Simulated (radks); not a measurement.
# Taking charge from the 6s level of Tb⁺ in fractions

An exercise on one series of results from a longer session: the logs are not shown, and one member is left open.

Method: scalar-relativistic Kohn-Sham, PBEsol, spin-polarised, spherical densities, finite nucleus; open shells are filled with parallel spins first. Code: radks (a radial shooting solver on a logarithmic mesh, Libxc functionals) version 1.

### Starting point

| Property | Result |
| --- | --- |
| element | terbium (Z = 65) |
| charge | +1 |
| electrons | 64 |
| configuration | [Xe] 4f9 6s(up 1, down 0) |
| nuclear rms radius | 5.06 fm |

A shell typed twice in an input gives spin up, then spin down.

Set-up of the first run:

The run's settings:

```text
Z 65
configuration [Xe] 4f9 6s1 6s0
relativity scalar-relativistic
functional pbe_sol,pbe_sol
spin polarised
nucleus finite rms 5.06 fm
c 137.035999084
```

Steps of the session up to this table: Start: [Xe] 4f9 6s(up 1, down 0).

One of the session's tables, all rows but one given; the rest of the session is left out.

It belongs to the step «Start: [Xe] 4f9 6s(up 1, down 0)». Radial moments (bohr):

| level | <r> | outermost maximum (interpolated) | 90 % within | nodes |
| --- | --- | --- | --- | --- |
| 5s up | 1.321 | 1.18 | 1.91 | 4 |
| 5s down | 1.335 | 1.19 | 1.93 | 4 |
| 5p up | 1.562 | 1.34 | 2.30 | 3 |
| 5p down | ? | ? | ? | ? |
| 4f up | 0.8859 | 0.555 | 1.55 | 0 |
| 6s up | 3.700 | 3.27 | 5.36 | 5 |
| 6s down | 3.725 | 3.29 | 5.40 | 5 |
| 4f down | 0.9378 | 0.557 | 1.68 | 0 |

Estimate the missing values for 5p down.

The run gave: <r>: 1.582; outermost maximum (interpolated): 1.36; 90 % within: 2.33; nodes: 3. In the column «<r>» it lies between 5p up (1.562) and 6s up (3.700).
